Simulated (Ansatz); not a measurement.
# HfSi5: the cost of one run

Method: RKS PBE0-D4/def2-TZVP; program: Ansatz 0.2.0, Gaussian basis.

The runs, in order: a single point at PBE0-D4/def2-TZVP; harmonic vibrations at PBE0-D4/def2-SVP.

2 further runs of the same task are left out: 2 set aside as unsound or not needed.

## (1) The geometry

The singlet was relaxed beforehand with PBE0-D4/def2-SVP. At that level it is the lowest of the isomers that a small search found.

6 atoms, charge 0, spin multiplicity 1.

Atoms are counted from 1 here; the program's logs count them from 0.

Bond lengths: Hf1–Si2 2.640 Å, Hf1–Si3 2.551 Å, Hf1–Si4 2.508 Å, Hf1–Si6 2.640 Å, Si2–Si3 2.423 Å, Si2–Si4 2.443 Å, Si2–Si5 2.377 Å, Si3–Si6 2.421 Å, Si4–Si6 2.443 Å, Si5–Si6 2.377 Å. Angles: Si2–Hf1–Si3 55.6°, Si2–Hf1–Si4 56.6°, Si2–Hf1–Si6 55.5°, Si3–Hf1–Si4 101.8°, Si3–Hf1–Si6 55.6°, Si4–Hf1–Si6 56.6°, Hf1–Si2–Si3 60.3°, Hf1–Si2–Si4 59.0°, Hf1–Si2–Si5 111.4°, Si3–Si2–Si4 107.6°, Si3–Si2–Si5 110.7°, Si4–Si2–Si5 62.9°, Hf1–Si3–Si2 64.1°, Hf1–Si3–Si6 64.1° and more.

Hf takes a core potential in the def2 sets. No spin-orbit coupling is included.

Bonds by kind at the end (by distance):

| bond | count | shortest (Å) | longest (Å) |
| --- | --- | --- | --- |
| Si–Si | 8 | 2.377 | 2.516 |
| Hf–Si | 4 | 2.508 | 2.640 |

## (2) Single point, PBE0-D4/def2-TZVP

start.molden holds the orbitals of an earlier run on this state, given as this run's starting guess.

The input, in.yaml:

```yaml
crystal:
  periodic: [false, false, false]
  atoms:
    - {symbol: Hf, position_ang: [1.906155, 0.146353, 0.520375]}
    - {symbol: Si, position_ang: [-0.299355, 1.148496, -0.528092]}
    - {symbol: Si, position_ang: [1.116526, -0.292629, -1.864905]}
    - {symbol: Si, position_ang: [-0.267097, 0.298055, 1.762208]}
    - {symbol: Si, position_ang: [-2.226836, -0.026463, 0.217642]}
    - {symbol: Si, position_ang: [-0.229393, -1.273812, -0.107229]}
basis:
  gaussian: {orbitals: def2-TZVP, initial_orbitals: start.molden}
hamiltonian: {xc: pbe0, dispersion: d4}
scf: {omitted_lower_state_checks: [starts]}
output: {orbitals: {seedname: orbitals}}
```

Command:

```console
> ansatz run in.yaml --threads 4 --pin off --events-out ev --progress --plain --max-ram 4787MiB
```

What time and memory should one allow on 4 threads of Arm Neoverse V2, shared host?

About 5.5 s, with a peak of 0.84 GiB.
